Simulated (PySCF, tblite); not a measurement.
**C₆H₆O₄Si: geometry, infrared bands and NMR shifts**

Wanted: the infrared bands and NMR shifts of C₆H₆O₄Si (`C=C[Si]1(C=C)OC(=O)C(=O)O1`), by calculation.

The runs use tblite 0.8.0 and PySCF 2.14.0, with density-fitted response routines of our own; the level of theory stands in each step. All values are computed, except where a source is named. Atoms are numbered from 0 throughout.

## Step 1: The starting structure

17 atoms, charge 0, multiplicity 1; geometry from: force field or distance geometry start.

Bonds of the start (Å): C0–C1 1.31, C1–Si2 1.83, Si2–C3 1.82, C3–C4 1.35, Si2–O5 1.75, O5–C6 1.38, C6–O7 1.28, C6–C8 1.44, C8–O9 1.27, C8–O10 1.38, O10–Si2 1.74, C0–H11 1.10, C0–H12 1.10, C1–H13 1.09, C3–H14 1.10, C4–H15 1.10, C4–H16 1.09.

## Step 2: Optimising the geometry with GFN2-xTB

What the job is given:

```
{"job": {"kind": "relax", "xc": "GFN2-xTB", "basis": "xTB"}, "charge": 0, "multiplicity": 1}
C     -1.555300     2.068300    -0.089100
C     -0.804700     1.455600     0.797600
Si     0.232900     0.022900     0.318900
C     -0.657400    -1.559400     0.251800
C     -1.982400    -1.676300     0.035700
O      0.955300     0.433000    -1.226300
C      2.261300     0.001200    -1.106400
O      3.025900    -0.128200    -2.121100
C      2.689900    -0.293700     0.236800
O      3.857400    -0.705900     0.528200
O      1.730300    -0.093200     1.207000
H     -1.587700     1.725000    -1.133900
H     -2.197700     2.924000     0.156700
H     -0.793800     1.808100     1.830800
H     -0.118300    -2.507100     0.421900
H     -2.460400    -2.664300     0.019000
H     -2.602300    -0.798100    -0.137600
```

Launch:

```console
$ OMP_NUM_THREADS=1 python probes_run.py task.json out
```

The driver reads the jobs from task.json and runs them one after another.

**Question.** This job is followed by: GFN2-xTB harmonic vibrations, gas phase; GIAO PBE0/pcSseg-1 NMR shielding, non-relativistic, gas phase. What will the session give for the following? strongest single infrared mode (GFN2-xTB); zero-point energy (GFN2-xTB); ¹³C shifts against TMS (PBE0/pcSseg-1, means over atoms taken as alike); ¹H shifts against TMS (PBE0/pcSseg-1, means over atoms taken as alike); ²⁹Si shifts against TMS (PBE0/pcSseg-1); ¹⁷O shifts against H2O (PBE0/pcSseg-1, means over atoms taken as alike).

The runs gave:

| quantity | value |
| --- | --- |
| strongest single infrared mode (GFN2-xTB) | 1843 cm⁻¹, 912 km/mol |
| zero-point energy (GFN2-xTB) | 69.4 kcal/mol |
| ¹³C shifts against TMS (PBE0/pcSseg-1, means over atoms taken as alike) | 157.8, 152.5, 136.3 ppm |
| ¹H shifts against TMS (PBE0/pcSseg-1, means over atoms taken as alike) | 6.91, 6.52, 6.39 ppm |
| ²⁹Si shifts against TMS (PBE0/pcSseg-1) | -16.7 ppm |
| ¹⁷O shifts against H2O (PBE0/pcSseg-1, means over atoms taken as alike) | 469.2, 217.4 ppm |

The optimisation took 159 steps and gained 1.145 eV; among the close pairs (by a distance rule), C6–C8 changed most, from 1.440 to 1.541 Å. No mode is imaginary among the 45: a minimum at this level. The strongest single mode, at 1843 cm⁻¹, is carried by C6, C8, O7, O9. GFN2-xTB is a fitted tight-binding method: band positions and strengths are rough. Its intensities can rank the bands wrongly. At PBE0/pcSseg-1: The largest span, 763 ppm, is at O7, O9, where the paramagnetic term is -526 ppm.
